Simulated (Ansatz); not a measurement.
The system is NbRu3C.

```xyz
5
Lattice="4.0651 0.0000 0.0000 0.0000 4.0651 0.0000 0.0000 0.0000 4.0651" Properties=species:S:1:pos:R:3 pbc="T T T"
Ru    2.0326    2.0326    0.0000
Ru    2.0326    0.0000    2.0326
Ru    0.0000    2.0326    2.0326
Nb    0.0000    0.0000    0.0000
C     2.0326    2.0326    2.0326
```

The cell comes from a database or a generator and needn't be the stable form of this composition.

| Quantity | Value |
| --- | --- |
| Program | Ansatz 0.2.0 |
| Task | single point |
| Functional | PBE |
| Potentials or basis | Ansatz PAW |
| Cutoff | 420 eV (not typed: the program's choice for these potentials) |
| k mesh | 7 × 7 × 7 |
| Occupations | fermi-dirac, width 0.05 eV |
| Spin | no spin polarisation |

On this cell: pressure -3.4 GPa; largest force zero by symmetry; band gap on the k mesh none (metal or under the smearing width).

The same run follows on a disturbed copy (atoms moved at random, drawn with an rms of 0.05 Å):

```
Ru Nb C
1.0
     4.06514    0.00000    0.00000
     0.00000    4.06514    0.00000
     0.00000    0.00000    4.06514
Ru Nb C
3 1 1
Direct
  0.50482 0.50205 0.00898
  0.48875 0.99205 0.50034
  0.00354 0.49763 0.51452
  0.00257 0.01736 0.00268
  0.50085 0.49707 0.50493
```

Task: What does the disturbed cell give?

Result: The energy (extrapolated to zero smearing) moves by +5.3 meV/atom; pressure -2.9 GPa; largest force 0.568 eV/Å; band gap on the k mesh none (metal or under the smearing width).

Forces on the atoms (eV/Å):
```
Ru  -0.010 -0.034 -0.257
Ru   0.109  0.555  0.056
Ru  -0.230 -0.003 -0.040
Nb  -0.018 -0.331  0.080
C    0.150 -0.187  0.161
```

Stress tensor (GPa, compression positive):
```
-2.88  0.24 -0.03
 0.24 -3.00  0.11
-0.03  0.11 -2.90
```
